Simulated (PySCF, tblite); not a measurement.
# C5H8F2SSi: geometry, infrared bands and NMR shifts

Wanted: the infrared bands and NMR shifts of C5H8F2SSi (`C=C[SiH2][C@@H]1S[C@H]1C(F)F`), by calculation.

Programs: tblite 0.8.0 and PySCF 2.14.0, with density-fitted response routines of our own. Each step states its level of theory. These are calculated values for one molecule in the gas phase, unless marked as measured. Atoms count from 0, in the outputs and in this text.

## (1) The starting structure

17 atoms, charge 0, multiplicity 1; geometry from: force field or distance geometry start.

Bonds of the start (Å): C0–C1 1.34, C1–Si2 1.82, Si2–C3 1.87, C3–S4 1.72, S4–C5 1.72, C5–C6 1.48, C6–F7 1.37, C6–F8 1.35, C5–C3 1.50, C0–H9 1.10, C0–H10 1.08, C1–H11 1.09, Si2–H12 1.47, Si2–H13 1.49, C3–H14 1.09, C5–H15 1.08, C6–H16 1.10.

## (2) Relaxing the molecule with GFN2-xTB

Job settings and geometry (Å):

```
{"job": {"kind": "relax", "xc": "GFN2-xTB", "basis": "xTB"}, "charge": 0, "multiplicity": 1}
C      2.288300     0.699500     0.726900
C      2.318700    -0.006400    -0.415100
Si     0.911700    -0.458300    -1.482200
C     -0.612100    -0.880300    -0.475400
S     -2.144300    -0.921300    -1.253700
C     -1.564900     0.224300    -0.108600
C     -2.165600     0.280600     1.245400
F     -1.214400     0.719900     2.127000
F     -3.151700     1.202900     1.263700
H      1.353800     1.105600     1.143100
H      3.187800     0.904500     1.283200
H      3.272300    -0.388300    -0.765100
H      1.295400    -1.612400    -2.310300
H      0.619400     0.694000    -2.381800
H     -0.445000    -1.675500     0.248300
H     -1.394500     1.227400    -0.471600
H     -2.561900    -0.671900     1.616400
```

On the command line:

```console
$ OMP_NUM_THREADS=1 python probes_run.py task.json out
```

The driver reads the jobs from task.json and runs them one after another.

**Question.** This job is followed by: GFN2-xTB harmonic vibrations, gas phase; GIAO PBE0/pcSseg-1 NMR shielding, non-relativistic, gas phase. What will the session give for the following? strongest single infrared mode (GFN2-xTB); zero-point energy (GFN2-xTB); 13C shifts against TMS (PBE0/pcSseg-1); 1H shifts against TMS (PBE0/pcSseg-1); 29Si shifts against TMS (PBE0/pcSseg-1); 33S shifts against CS2 (PBE0/pcSseg-1); 19F shifts against CFCl3 (PBE0/pcSseg-1).

As calculated:

| quantity | value |
| --- | --- |
| strongest single infrared mode (GFN2-xTB) | 2255 cm⁻¹, 341 km/mol |
| zero-point energy (GFN2-xTB) | 71.4 kcal/mol |
| 13C shifts against TMS (PBE0/pcSseg-1) | 146.4, 137.6, 128.4, 41.9, 18.6 ppm |
| 1H shifts against TMS (PBE0/pcSseg-1) | 6.63, 6.53, 6.31, 5.49, 4.76, 3.91, 2.98, 1.81 ppm |
| 29Si shifts against TMS (PBE0/pcSseg-1) | -35.8 ppm |
| 33S shifts against CS2 (PBE0/pcSseg-1) | -199 ppm |
| 19F shifts against CFCl3 (PBE0/pcSseg-1) | -122.2, -131.7 ppm |

**Reading.** Over 76 steps the energy fell by 0.303 eV; of the close pairs, C3–S4 changed most, 1.719 to 1.812 Å. No mode is imaginary among the 45: a minimum at this level. The strongest single mode, at 2255 cm⁻¹, moves mainly H13. GFN2-xTB is a fitted tight-binding method: band positions and strengths are rough. Its intensities can rank the bands wrongly. The most deshielded carbon is C0 (terminal =CH2 carbon), at 146.4 ppm: as expected for a trigonal carbon in a double bond. At PBE0/pcSseg-1: The largest span, 861 ppm, is at S4, where the paramagnetic term is -353 ppm.
